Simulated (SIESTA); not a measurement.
Runs of SIESTA 5.4.2 on Tl. The cell holds a slab with vacuum, 3 atoms: a = 3.456 Å, b = 3.456 Å, c = 20.525 Å, α = 90.00°, β = 90.00°, γ = 120.00°. The slab is cut from a database's or a generator's crystal, which needn't be the stable form of the element.

```csv
level,potentials or basis,gap on the mesh (eV),largest force (eV/Å)
LDA,"PseudoDojo 0.4 standard (LDA files), DZP (energy shift 0.003 Ry; two zetas on semicore shells)",none,0.17
PBE,"PseudoDojo 0.4 standard (PBE files), DZP (energy shift 0.003 Ry; two zetas on semicore shells)",none,0.16
BLYP,"PseudoDojo 0.4 standard (PBE files), DZP (energy shift 0.003 Ry; two zetas on semicore shells)",none,0.40
revPBE,"PseudoDojo 0.4 standard (PBE files), DZP (energy shift 0.003 Ry; two zetas on semicore shells)",none,(a)
AM05,"PseudoDojo 0.4 standard (PBEsol files), DZP (energy shift 0.003 Ry; two zetas on semicore shells)",none,0.01
PBEsol,"PseudoDojo 0.4 standard (PBEsol files), DZP (energy shift 0.003 Ry; two zetas on semicore shells)",none,0.04
WC,"PseudoDojo 0.4 standard (PBEsol files), DZP (energy shift 0.003 Ry; two zetas on semicore shells)",none,0.04
RPBE,"PseudoDojo 0.4 standard (PBE files), DZP (energy shift 0.003 Ry; two zetas on semicore shells)",none,(b)
```

Alike in all rows: task single point; no spin polarisation; cell as given; k mesh 9 × 9 × 1; smearing fermi-dirac 0.05 eV; grid cutoff 500 Ry; energy shift 0.003 Ry.

Question: Estimate the missing entries.

Answer: (a) 0.24; (b) 0.27.

Caveats: the basis of atomic orbitals isn't converged, which shifts pressures, moduli and gaps; the potentials were made for another functional, which shifts forces and pressure (some runs).

A k mesh can miss the band edges, and the runs leave out spin-orbit coupling on Tl.

A gap of «none» marks a metal or a gap under the smearing width.
